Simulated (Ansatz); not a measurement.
**KHS (SMILES [SH][K]): a relaxed scan of the bond length S1–K2**

How does the energy rise as the bond length S1–K2 leaves its equilibrium value, and do density functionals follow CCSD(T)? At each value the rest of the molecule is relaxed at PBE0-D4 with the distance held.

Program: Ansatz 0.2.0, Gaussian basis. Level of theory: single points in def2-TZVPP. These are calculated values, not measurements.

Levels: PBE-D4, r2SCAN-D4, PBE0-D4, B3LYP-D4, wB97M-V, Hartree-Fock, MP2, CCSD, CCSD(T). The scan takes 2.317, 2.436, 2.610, 2.814, 3.040, 3.283, 3.542, 3.813, 4.097 Å.

Correlated methods freeze the cores. The outer core shell of Li, Na, Mg and K is correlated. B3LYP uses VWN-RPA correlation.

19 further runs of the same task are left out: 19 set aside as unsound or not needed.

### 1 Starting geometry

The minimum, relaxed at PBE0-D4: SMILES `[SH][K]`, 3 atoms, charge 0, spin multiplicity 1.

Atoms are counted from 1 here; the program's logs count them from 0.

Bond lengths: S1–K2 2.825 Å, S1–H3 1.344 Å. Angles: K2–S1–H3 96.0°.

Geometry (Å):

```
S    -0.62538   -0.68317   -0.42412
K     1.72801    0.05469    0.95443
H    -1.11363    0.56368   -0.54361
```

Energies of the minimum (eV), from earlier single points: PBE-D4 -27167.17595, r2SCAN-D4 -27176.07533, PBE0-D4 -27169.37820, B3LYP-D4 -27178.81367, wB97M-V -27176.45005, CCSD(T) -27149.01729.

At the minimum the bond length S1–K2 is 2.825 Å.

### 2 S1–K2 = 2.317 Å

relax/in.yaml reads:

```yaml
crystal:
  periodic: [false, false, false]
  atoms:
    - {symbol: S, position_ang: [-0.625381, -0.683165, -0.424115]}
    - {symbol: K, position_ang: [1.304498, -0.078095, 0.706348]}
    - {symbol: H, position_ang: [-1.113626, 0.563677, -0.543611]}
basis:
  gaussian: {orbitals: def2-TZVP}
hamiltonian: {xc: pbe0, dispersion: d4}
relax: {f_tol: 0.005, max_steps: 200, constraints: [{distance: [0, 1]}]}
```

No record of the launch command was kept for these runs.

After this run come: S1–K2 = 2.436 Å; S1–K2 = 2.610 Å; S1–K2 = 2.814 Å; S1–K2 = 3.040 Å; S1–K2 = 3.283 Å; S1–K2 = 3.542 Å; S1–K2 = 3.813 Å; S1–K2 = 4.097 Å.

**Question.** What will these runs give? Wanted: highest point, CCSD(T); lowest point, CCSD(T); RMS deviation from CCSD(T); largest T1 diagnostic.

**Answer**, as computed:

```
                  quantity                                                                                                            value
    highest point, CCSD(T)                                                                                         25.3 kcal/mol at 4.097 Å
     lowest point, CCSD(T)                                                                                          0.0 kcal/mol at 2.825 Å
RMS deviation from CCSD(T)  PBE-D4 1.3, r2SCAN-D4 0.8, PBE0-D4 0.8, B3LYP-D4 1.5, wB97M-V 0.5, Hartree-Fock 1.5, MP2 0.3, CCSD 0.1 kcal/mol
     largest T1 diagnostic                                                                                                            0.012
```

**Reading.** The curve of CCSD lies nearest to CCSD(T), that of Hartree-Fock farthest.
